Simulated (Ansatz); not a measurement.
Crystal: B.

```xyz
2
Lattice="1.6246 0.0000 0.0000 0.0000 2.8662 0.0000 0.0000 0.0000 3.9144" Properties=species:S:1:pos:R:3 pbc="T T T"
B     0.0000    1.4331    2.3849
B     0.8123    0.0000    1.5295
```

The cell was built by a generator and needn't be a form met in nature.

```yaml
Program: Ansatz 0.2.0
Task: relaxation of cell and atoms
Functional: PBEsol0
Potentials_or_basis: Ansatz PAW
Cutoff: "420 eV (not typed: the program's choice for these potentials)"
k_mesh: 8 × 5 × 4
Occupations: fermi-dirac, width 0.05 eV
Spin: no spin polarisation
```

At the start: volume 9.11 Å³/atom.

**Question.** Where does the relaxation end?

**Answer.** It ends after 9 steps and the volume is 8.85 Å³/atom (-2.9 %); space group Pmmn (No. 59, to 0.05 Å).

The path:
```
step  energy change (eV)  largest force (eV/Å)  volume (Å³)
   1              0.0000                0.2520        18.23
   2             -0.0102                0.0499        17.72
   3             -0.0118                0.0359        17.71
   4             -0.0120                0.0149        17.71
   5             -0.0120                0.0038        17.72
   6             -0.0120                0.0000        17.73
   7             -0.0114                0.0004        17.73
   8             -0.0115                0.0002        17.70
   9             -0.0114                0.0003        17.70
```

Final structure:
```cif
data_structure
_symmetry_space_group_name_H-M 'P 1'
_symmetry_Int_Tables_number 1
_cell_length_a 1.6074
_cell_length_b 2.8631
_cell_length_c 3.8453
_cell_angle_alpha 90.000
_cell_angle_beta 90.000
_cell_angle_gamma 90.000
_cell_volume 17.70
loop_
_atom_site_label
_atom_site_type_symbol
_atom_site_fract_x
_atom_site_fract_y
_atom_site_fract_z
_atom_site_occupancy
B1 B 0.00000 0.50000 0.61541 1
B2 B 0.50000 0.00000 0.38459 1
```

Caveat: the k mesh is coarse (spacing up to 0.48 Å⁻¹), so the values aren't converged, least of all with exact exchange; the plane-wave basis is chosen anew once the cell has moved, so the energies of steps on either side of that aren't comparable; the PAW data sets come from PBE, with cores solved anew for the run's functional, which leaves a small shift of forces and pressure.
